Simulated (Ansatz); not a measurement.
## Rb: band structure with r2SCAN+rVV10

Rb, a slab with vacuum:

```xyz
5
Lattice="5.1476 0.0000 0.0000 0.0000 7.2798 0.0000 0.0000 0.0000 25.2951" Properties=species:S:1:pos:R:3 pbc="T T T"
Rb    2.5738    3.6399    7.5000
Rb    0.0000    0.0000   10.0738
Rb    2.5738    3.6399   12.6476
Rb    0.0000    0.0000   15.2214
Rb    2.5738    3.6399   17.7951
```

The cell isn't the ideal one: the (1 1 0) slab of Rb, cut from the database cell, not relaxed.

```yaml
Program: Ansatz 0.2.0
Task: band structure
Functional: r2SCAN
Dispersion: rVV10
Potentials_or_basis: Ansatz PAW small core
Cutoff: 500 eV
Density_cutoff: 2500 eV
k_mesh: 6 × 4 × 1
Occupations: methfessel-paxton, width 0.025 eV
Spin: no spin polarisation
Driver: chain
Boundary_along_the_surface_normal: dipole_correction
Path: "[[\"G\", \"X\", \"S\", \"Y\", \"G\", \"S\"]]"
Points_for_each_segment_of_the_path: 14
Miller: "[1, 1, 0]"
Bulk_formula: Rb
```

```
Largest force                   : 0.030 eV/Å
Band gap on the k mesh          : none (metal or under the smearing width)
Work function of the upper face : 2.11 eV
Work function of the lower face : 2.11 eV
Dipole across the slab          : 0.000 e·Å
```

Forces in eV/Å, atoms in the order of the input:
```
Rb   0.000  0.000  0.030
Rb   0.000  0.000  0.006
Rb   0.000  0.000  0.000
Rb   0.000  0.000 -0.006
Rb   0.000  0.000 -0.030
```

Levels at the corners of the path, in eV from the Fermi level:
```tsv
point	band 19	band 20	band 21	band 22	band 23	band 24	band 25	band 26	band 27	band 28
Γ	-13.61	-13.61	-1.87	-1.36	-0.56	0.28	0.85	1.08	1.39	1.39
X	-13.63	-13.63	-0.18	-0.18	0.22	0.30	0.81	1.04	1.34	1.92
S	-13.63	-13.62	0.39	0.48	0.58	0.64	0.81	0.90	1.02	1.05
Y	-13.62	-13.62	-1.03	-0.95	-0.61	-0.42	0.03	0.44	0.97	1.01
Γ	-13.61	-13.61	-1.87	-1.36	-0.56	0.28	0.85	1.08	1.39	1.39
S	-13.63	-13.62	0.39	0.48	0.58	0.64	0.81	0.90	1.02	1.05
```

Run time: 4.5 min on 2 threads of Arm Neoverse V1 (shared host), peak memory 3.8 GiB.

Caveat: the PAW data sets were made with another functional, which shifts forces and pressure a little.
